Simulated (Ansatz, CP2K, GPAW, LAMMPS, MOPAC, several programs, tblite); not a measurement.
**CdS: cheap methods against density-functional theory**

How much accuracy does each second buy? CdS is computed with 11 methods, from the cheapest up to r2SCAN.

Program: LAMMPS, MOPAC, tblite, CP2K, Ansatz, GPAW (versions at each run). Level of theory: no spin polarisation, static lattice; gaps from single points on the cell relaxed beforehand with r²SCAN. These are calculated values, not measurements.

1 further run of the same task is left out (set aside as unsound or not needed).

## Step 1: The system as given

The structure is hexagonal, space group P6_3mc (No. 186). Conventional cell: a = 4.161 Å, b = 4.161 Å, c = 13.554 Å, α = 90.00°, β = 90.00°, γ = 120.00°. Cd (site symmetry 3m) is surrounded by 4 S at 2.54 to 2.55 Å. Around Cd (site symmetry 3m) lie 4 S at 2.55 Å. S (site symmetry 3m) has 4 Cd at 2.55 Å as nearest neighbours. S (site symmetry 3m) has 4 Cd at 2.54 to 2.55 Å as nearest neighbours.

As a file:

```cif
data_structure
_symmetry_space_group_name_H-M 'P6_3mc'
_symmetry_Int_Tables_number 186
_cell_length_a 4.1606
_cell_length_b 4.1606
_cell_length_c 13.5542
_cell_angle_alpha 90.000
_cell_angle_beta 90.000
_cell_angle_gamma 120.000
_cell_volume 203.20
loop_
_atom_site_label
_atom_site_type_symbol
_atom_site_symmetry_multiplicity
_atom_site_Wyckoff_symbol
_atom_site_fract_x
_atom_site_fract_y
_atom_site_fract_z
_atom_site_occupancy
Cd1 Cd 2 a 0.00000 0.00000 0.99965 1
Cd2 Cd 2 b 0.33333 0.66667 0.24989 1
S1 S 2 a 0.00000 0.00000 0.18764 1
S2 S 2 b 0.33333 0.66667 0.43782 1
```

The structure type (4H polytype) is imposed and need not be the compound's stable one.

**Question.** The methods are CdTeZnSeHgS0.sw, PM6, PM7, GFN1-xTB (tblite), GFN2-xTB (tblite), PBE/DZVP, PBE/SZV, coarse PBE, GLLB-SC, PBE, r2SCAN. What gap does r2SCAN give on this cell, and which other methods (full PBE left aside) come nearest to r2SCAN and farthest in gap, volume and bulk modulus?

```
                                               quantity                                          value
                                                 r2SCAN          gap 1.59 eV, 25.40 Å³/atom, B₀ 60 GPa
         gap: nearest and farthest of the other methods          coarse PBE (-0.43 eV), PM7 (+5.01 eV)
      volume: nearest and farthest of the other methods  PBE/SZV (-0.1 %), GFN2-xTB (tblite) (+10.1 %)
bulk modulus: nearest and farthest of the other methods           CdTeZnSeHgS0.sw (+1 %), PM7 (+100 %)
```

In words: For the gap, of the 8 methods compared (full PBE left aside), coarse PBE comes nearest to r2SCAN and PM7 is farthest. For the volume, of the 6 methods compared (full PBE left aside), PBE/SZV comes nearest to r2SCAN and GFN2-xTB (tblite) is farthest. Among the 6 methods compared for the bulk modulus (full PBE left aside), CdTeZnSeHgS0.sw is nearest to r2SCAN and PM7 farthest. Classical potentials are fitted to lattice constants of common crystals, so a close volume there is built in, not predicted. A minimal basis or a coarse cutoff and mesh shifts results by its own error, so closeness to r2SCAN can be chance. Cluster runs see only the k-points that fold onto the zone centre, so their gaps can miss the band edges. GLLB-SC is compared with its derivative discontinuity added. No volume is given for PM6, coarse PBE, which can hide a larger miss. CPU times run from 0.15 s (CdTeZnSeHgS0.sw) to 2.2 min (GLLB-SC). On this cell GLLB-SC cost more than r2SCAN itself (78 s), so it is no saving here. GFN1-xTB (tblite) disagrees with r2SCAN even on whether there is a gap. r2SCAN is a yardstick, not the truth: it usually gives gaps below the measured ones. Measured gap of CdS: 2.5809 eV (quoted in “Isotope dependence of band-gap energy”, 2008, arxiv:0807.2152). This calculation gives 1.59 eV (-1.00 eV). 2 values of this kind are on record in papers (2.44 to 2.5809 eV); this one was drawn at random among those near their median, those with a stated uncertainty first. The measured c of this compound is far from this cell's, so the row may belong to another stacking. That value is r2SCAN's. Of all methods here PM6 lies nearest to the measured gap (2.72 eV), which may be luck in a method this rough.
